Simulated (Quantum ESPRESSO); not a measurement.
**In3As under changes of volume**

One of the cells (25.489 Å³/atom); the others are scaled copies at fixed shape and fractional positions:

```
CELL_PARAMETERS angstrom
4.67168 0.00000 0.00000
0.00000 4.67168 0.00000
0.00000 0.00000 4.67168
ATOMIC_POSITIONS crystal
In 0.50000 0.50000 0.00000
In 0.50000 0.00000 0.50000
In 0.00000 0.50000 0.50000
As 0.00000 0.00000 0.00000
```

The cell comes from a database or a generator and needn't be the stable form of this composition.

| Item | Value |
| --- | --- |
| Program | Quantum ESPRESSO 7.5 |
| Functional | PBE |
| Potentials or basis | SSSP 1.3 efficiency PBE |
| Cutoff | 748 eV |
| Density cutoff | 5987 eV |
| k mesh | 6 × 6 × 6 |
| Occupations | fermi-dirac, width 0.05 eV |
| Spin | no spin polarisation |

```tsv
volume (Å³/atom)	energy over the lowest point (meV/atom)	pressure (GPa)
23.960	20.38	3.6
24.470	10.43	2.5
24.980	3.97	1.5
25.489	0.60	0.5
25.999	0.00	-0.3
26.509	?	?
27.019	5.87	-1.7
```

What does the run at 26.509 Å³/atom give?

Energy over the lowest point 1.84 meV/atom; pressure -1.0 GPa.

Worked out: A Birch-Murnaghan fit of order 3 (a polynomial in V^(-2/3)) to the other rows has its minimum at 25.86 Å³/atom with B0 = V·E''(V) = 40 GPa and B' = 4.9. It gives 1.84 meV/atom at 26.509 Å³/atom, against the run's 1.84, and -dE/dV = -0.9 GPa, against -1.0.

Energies are extrapolated to zero smearing.
